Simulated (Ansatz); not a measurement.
# Sb3O: the cost of one run

Method: DFT PBE, scalar-relativistic, plane waves, PAW, in Ansatz 0.2.0.

## 1. Starting point

The structure is tetragonal, space group I4/mmm (No. 139). Conventional cell: a = 4.344 Å, b = 4.344 Å, c = 9.703 Å, α = 90.00°, β = 90.00°, γ = 90.00°. Sb (site symmetry 4/mmm) has 4 O at 3.07 Å and 8 Sb at 3.26 Å as nearest neighbours. Around Sb (site symmetry -4m2) lie 8 Sb at 3.07 to 3.26 Å and 4 O at 3.26 Å. Around O (site symmetry 4/mmm) lie 12 Sb at 3.07 to 3.26 Å.

Coordinates:

```
Sb O
1.0
    -2.17182    2.17182    4.85134
     2.17182   -2.17182    4.85134
     2.17182    2.17182   -4.85134
Sb O
3 1
Direct
  0.50000 0.50000 0.00000
  0.25000 0.75000 0.50000
  0.75000 0.25000 0.50000
  0.00000 0.00000 0.00000
```

(A quick probe on a coarse mesh, which set the mesh and smearing, is not shown.)

## 3. Full relaxation

input.yaml reads:

```yaml
crystal:
  lattice:
    - [-2.1718206892, 2.1718206892, 4.8513397214]
    - [2.1718206892, -2.1718206892, 4.8513397214]
    - [2.1718206892, 2.1718206892, -4.8513397214]
  atoms:
    - { symbol: Sb, position: [0.5, 0.5, 0.0] }
    - { symbol: Sb, position: [0.25, 0.75, 0.5] }
    - { symbol: Sb, position: [0.75, 0.25, 0.5] }
    - { symbol: O, position: [0.0, 0.0, 0.0] }
basis:
  ecutwfc: 420
kpoints:
  mp_grid: { grid: [16, 16, 16] }
hamiltonian:
  xc: pbe
scf:
  occupations: { method: gaussian, width: 0.1 }
output:
  forces: true
  stress: true
  eigenvalues: true
relax:
  adjacent_minimum: "off"
  f_tol: 0.01
  max_steps: 80
  cell: { stress_tol: 0.05 }
```

Run with:

```
ansatz run input.yaml --threads 1 --pin off --max-ram 2560MiB --backend cpu --events-out ev --progress --plain --runs-dir out
```

**Question.** How long does this run take on 1 thread of AMD EPYC 7R43 (Zen 3), shared host, and how much memory does it need?

About 17 min, with a peak of 0.99 GiB.
